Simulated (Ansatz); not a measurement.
## SnSe2 in Ansatz: the effect of target pressure

The system is SnSe2.

```
Sn Se
1.0
     3.81100    0.00000    0.00000
    -1.90550    3.30042    0.00000
     0.00000    0.00000    6.13600
Sn Se
1 2
Direct
  0.00000 0.00000 0.00000
  0.66667 0.33333 0.75100
  0.33333 0.66667 0.24900
```

Alike in all runs:

| Quantity | Value |
| --- | --- |
| Program | Ansatz 0.2.0 |
| Task | relaxation of cell and atoms |
| Functional | r2SCAN |
| Potentials or basis | Ansatz PAW |
| Cutoff | 500 eV (not typed: the program's choice for these potentials) |
| k mesh | 8 × 8 × 5 |
| Occupations | fermi-dirac, width 0.05 eV |
| Spin | no spin polarisation |

Each run relaxes the cell or the atoms first.

```tsv
target pressure	relaxed volume (Å³/atom)	gap on the mesh (eV)
0 GPa	27.77	1.01
2 GPa	?	?
5 GPa	23.93	0.74
10 GPa	22.33	0.47
20 GPa	20.29	none
30 GPa	19.01	none
```

Task: What does the run with target pressure 2 GPa give?

Result: Relaxed volume 25.52 Å³/atom; gap on the mesh 0.95 eV.

Worked out: A parabola through the other rows of the relaxed volume, of slope -0.551 Å³/atom per GPa there, gives 26.16 Å³/atom, against the run's 25.52.

Caveats: the plane-wave basis is chosen anew once the cell has moved, so the energies of steps on either side of that aren't comparable; the PAW data sets come from PBE, with cores solved anew for the run's functional, which leaves a small shift of forces and pressure; odd divisions of the mesh miss points on the zone boundary, where band edges often lie, so the gap on the mesh can be too wide (some runs); spin-orbit coupling is left out, which moves the levels of the heavy elements (some runs); the volume moved by over 15 % at a fixed basis, so the end points are rough (some runs).

A k mesh can miss the band edges.

A gap of «none» marks a metal or a gap under the smearing width.
